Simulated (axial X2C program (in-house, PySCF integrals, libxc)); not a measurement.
# A two-component session on BrGe: EOM-EA-CCSD levels

Wanted for BrGe: EOM-EA-CCSD levels, at the two-component level.

Computed with an in-house X2C program for linear molecules on PySCF integrals. Level: two-component X2C with atomic mean-field terms, Br dyall-acv3z, Ge dyall-acv3z.

All values are calculated.

## Step 1: The job

Contents of task.json:

```json
{
 "zs": [
  35,
  32
 ],
 "q": 0,
 "bas": [
  "dyall-acv3z",
  "dyall-acv3z"
 ],
 "r0": 2.35,
 "eom": "ea",
 "thr": -1.0,
 "nmax": 92,
 "grid": [
  1,
  0.96,
  1.045,
  0.92,
  1.09,
  1.15
 ]
}
```

Keys: zs atomic numbers; q charge; bas basis sets; r0 starting distance in Å; eom kind of EOM run; thr threshold in hartree for freezing inner shells (an s shell follows its p shell); nmax most natural virtual spinors; grid distances as factors.

Started as:

```console
python soeom.py task.json out
```

Further steps of the session: EOM-EA-CCSD at 2.328 Å.

What does the calculation give? Wanted: next root led by one particle; T1 of the reference; lowest state, Re and ωe.

**Answer**, as computed:

| quantity | value |
| --- | --- |
| lowest root at 2.328 Å | Ω = 1/2, 7.260 eV |
| next root led by one particle | Ω = 3/2, about 980 cm⁻¹ higher |
| T1 of the reference | 0.026 |
| lowest state, Re and ωe | 2.339 Å, 291.6 cm⁻¹ |

**Reading.** The added electron is bound by 7.26 eV in a spinor of 79% Ge pπ, 9% Br dπ, 6% Br pπ. Errors of 0.1 to 0.3 eV are usual at this size, and roots led by higher excitations are left out, so the list is incomplete, and low states of that kind can be missing. T1 or the largest double amplitude of the reference is raised, which lowers the reliability. The bond is 0.131 Å longer than in the closed-shell reference at CCSD (2.207 Å).
